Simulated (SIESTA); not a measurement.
The system is Ni3Pt.

```xyz
4
Lattice="3.6246 0.0000 0.0000 0.0000 3.6246 0.0000 0.0000 0.0000 3.6246" Properties=species:S:1:pos:R:3 pbc="T T T"
Pt    0.0000    0.0000    0.0000
Ni    1.8123    1.8123    0.0000
Ni    0.0000    1.8123    1.8123
Ni    1.8123    0.0000    1.8123
```

The cell comes from a database or a generator and needn't be the stable form of this composition.

- Program: SIESTA 5.4.2
- Task: single point
- Functional: PBEsol
- Potentials or basis: PseudoDojo 0.4 standard (PBEsol files)
- Basis: DZP (energy shift 0.003 Ry; two zetas on semicore shells)
- Grid cutoff: 800 Ry
- Energy shift: 0.003 Ry
- k mesh: 7 × 7 × 7
- Occupations: fermi-dirac, width 0.05 eV
- Spin: collinear spin, ferromagnetic start
- Starting moments: [0.0, 1.0, 1.0, 1.0] μB

On this cell: pressure -5.3 GPa; largest force zero by symmetry; net moment 2.15 μB per cell; site moments Pt +0.27; Ni +0.63 μB; band gap on the k mesh none (metal or under the smearing width).

The same run follows on a disturbed copy (atoms moved at random, drawn with an rms of 0.05 Å):

```xyz
4
Lattice="3.6246 0.0000 0.0000 0.0000 3.6246 0.0000 0.0000 0.0000 3.6246" Properties=species:S:1:pos:R:3 pbc="T T T"
Pt    0.0328    0.0683    0.0637
Ni    1.8469    1.8556    0.0238
Ni   -0.0052    1.8298    1.8024
Ni    1.8830   -0.0142    1.8568
```

Question: What changes?

Answer: The energy (extrapolated to zero smearing) moves by +15.1 meV/atom; pressure -4.0 GPa; largest force 0.927 eV/Å; net moment 2.17 μB per cell; site moments Pt +0.27; Ni +0.63 μB; band gap on the k mesh none (metal or under the smearing width).

Forces on the atoms (eV/Å):
```
Pt   0.302 -0.548 -0.684
Ni  -0.143 -0.027 -0.051
Ni   0.383  0.288  0.680
Ni  -0.541  0.286  0.059
```

Stress tensor (GPa, compression positive):
```
-4.41 -0.03 -0.12
-0.03 -3.56  0.55
-0.12  0.55 -3.92
```

Caveats: short orbitals over semicore shells can move pressures by several GPa; the basis of atomic orbitals isn't converged, which shifts pressures, moduli and gaps.
